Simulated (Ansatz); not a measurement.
# GdN: the cost of one run

Program: Ansatz 0.2.0. Level of theory: DFT PBEsol without U, plane waves, PAW, no spin–orbit coupling unless a run says so. These are calculated values, not measurements.

4 further runs of the same task are left out: 4 that didn't finish.

**1. The system as given**

Symmetry: Fm-3m, No. 225, cubic system. The conventional cell has a = 4.999 Å, b = 4.999 Å, c = 4.999 Å, α = 90.00°, β = 90.00°, γ = 90.00°. Gd (site symmetry m-3m) is surrounded by 6 N at 2.50 Å. N (site symmetry m-3m) has 6 Gd at 2.50 Å as nearest neighbours.

Structure file:

```cif
data_structure
_symmetry_space_group_name_H-M 'Fm-3m'
_symmetry_Int_Tables_number 225
_cell_length_a 4.9990
_cell_length_b 4.9990
_cell_length_c 4.9990
_cell_angle_alpha 90.000
_cell_angle_beta 90.000
_cell_angle_gamma 90.000
_cell_volume 124.92
loop_
_atom_site_label
_atom_site_type_symbol
_atom_site_symmetry_multiplicity
_atom_site_Wyckoff_symbol
_atom_site_fract_x
_atom_site_fract_y
_atom_site_fract_z
_atom_site_occupancy
Gd1 Gd 4 b 0.00000 0.00000 0.50000 1
N1 N 4 a 0.00000 0.00000 0.00000 1
```

**2. Ferromagnetic start, free, symmetry kept, no search**

input.yaml

```yaml
crystal:
  lattice:
    - [0.0, 2.49949857, 2.49949857]
    - [4.99899714, 2.49949857, 2.49949857]
    - [4.99899714, 4.99899714, 0.0]
  atoms:
    - { symbol: Gd, position: [0.5, 0.5, 0.0], spin: 7.0 }
    - { symbol: "N", position: [0.0, 0.0, 0.0] }
    - { symbol: Gd, position: [0.5, 0.5, 0.5], spin: 7.0 }
    - { symbol: "N", position: [0.0, 0.0, 0.5] }
basis:
  ecutwfc: 420
  ecutrho_ratio: 4
kpoints:
  mp_grid: { grid: [7, 7, 7] }
hamiltonian:
  xc: pbesol
scf:
  occupations: { method: gaussian, width: 0.05 }
  lower_state_search: "off"
  max_iter: 150
output:
  forces: true
  stress: true
  eigenvalues: true
  populations: true
  hubbard: { sites: [{ site: 0, l: f }, { site: 2, l: f }] }
magnetization:
  spin_polarized: true
```

Command:

```
ansatz run input.yaml --threads 4 --pin off --max-ram 6144MiB --backend cpu --events-out ev --progress --plain --runs-dir out
```

Q: Estimate wall time and peak memory on 4 threads of Arm Neoverse V2, shared host.

About 5.3 s, with a peak of 0.45 GiB.
